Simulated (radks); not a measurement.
# Ionisation energy and size from Rb⁴⁺ to Pd⁴⁺

One table from this session's results is given with a row withheld; the runs are named, their logs left out.

Program: radks (a radial shooting solver on a logarithmic mesh, Libxc functionals) version 1. Level of theory: Dirac Kohn-Sham, PBE, spin-unpolarised, spherical densities, finite nucleus; open shells fill j = l - 1/2 first. These are calculated values, not measurements, unless marked.

### What is computed

- species: Rb⁴⁺, Sr⁴⁺, Zr⁴⁺, Nb⁴⁺, Mo⁴⁺, Tc⁴⁺, Ru⁴⁺, Rh⁴⁺, Pd⁴⁺
- runs: 18, each species and its next ion

The first run:

The run's settings:

```text
Z 37
configuration [Ar] 3d10 4s2 4p3
relativity Dirac
functional pbe,pbe
spin unpolarised
j_filling energy
nucleus finite rms 4.2036 fm
c 137.035999084
```

Among the steps run: Rb⁴⁺, [Ar] 3d10 4s2 4p3; Rb⁵⁺, [Ar] 3d10 4s2 4p2; Sr⁴⁺, [Ar] 3d10 4s2 4p4; Sr⁵⁺, [Ar] 3d10 4s2 4p3; Zr⁴⁺, [Kr]; Zr⁵⁺, [Ar] 3d10 4s2 4p5; Nb⁴⁺, [Kr] 4d1; Nb⁵⁺, [Kr]; Mo⁴⁺, [Kr] 4d2; Mo⁵⁺, [Kr] 4d1; Tc⁴⁺, [Kr] 4d3; Tc⁵⁺, [Kr] 4d2; Ru⁴⁺, [Kr] 4d4; Ru⁵⁺, [Kr] 4d3; Rh⁴⁺, [Kr] 4d5; Rh⁵⁺, [Kr] 4d4; Pd⁴⁺, [Kr] 4d6; Pd⁵⁺, [Kr] 4d5.

One of the session's tables, all rows but one given; the rest of the session is left out.

| species | Δ-SCF (eV) | −ε(HOMO) (eV) | its <r> (bohr) |
| --- | --- | --- | --- |
| Rb⁴⁺ | 67.183 | 60.041 | 1.53 |
| Sr⁴⁺ | 71.562 | 64.083 | 1.45 |
| Zr⁴⁺ | 80.292 | 72.167 | 1.32 |
| Nb⁴⁺ | 50.445 | 43.549 | 1.60 |
| Mo⁴⁺ | ? | ? | ? |
| Tc⁴⁺ | 56.747 | 49.270 | 1.43 |
| Ru⁴⁺ | 59.798 | 52.037 | 1.36 |
| Rh⁴⁺ | 62.262 | 54.269 | 1.31 |
| Pd⁴⁺ | 65.185 | 56.919 | 1.26 |

Q: Estimate the row for Mo⁴⁺ from the others.

The run gave: Δ-SCF (eV): 53.635; −ε(HOMO) (eV): 46.445; its <r> (bohr): 1.51. In the column «Δ-SCF (eV)» it lies between Nb⁴⁺ (50.445) and Tc⁴⁺ (56.747).

**Reading.** Reference values: NIST Atomic Spectra Database (exp. measured, semi-emp. semi-empirical, theory a theoretical value adopted there). By these runs, which need not match the measured order, Zr⁴⁺ holds its electron most tightly (80.292 eV) and Nb⁴⁺ least (50.445 eV); the widest outer orbital is the 4d3/2 of Nb⁴⁺. The Δ-SCF values miss the measured or semi-empirical entries by -0.1 % in the signed mean; the largest miss is -1.4 % (Mo⁴⁺). Elements between those listed are not part of this session, or gave no valid solution. Spin polarisation and multiplet splitting are left out, so open shells lie too high by an amount that depends on their filling.

**Measured values.**

NIST Atomic Spectra Database reports: ionisation energy of Nb⁴⁺ 50.5728 eV.
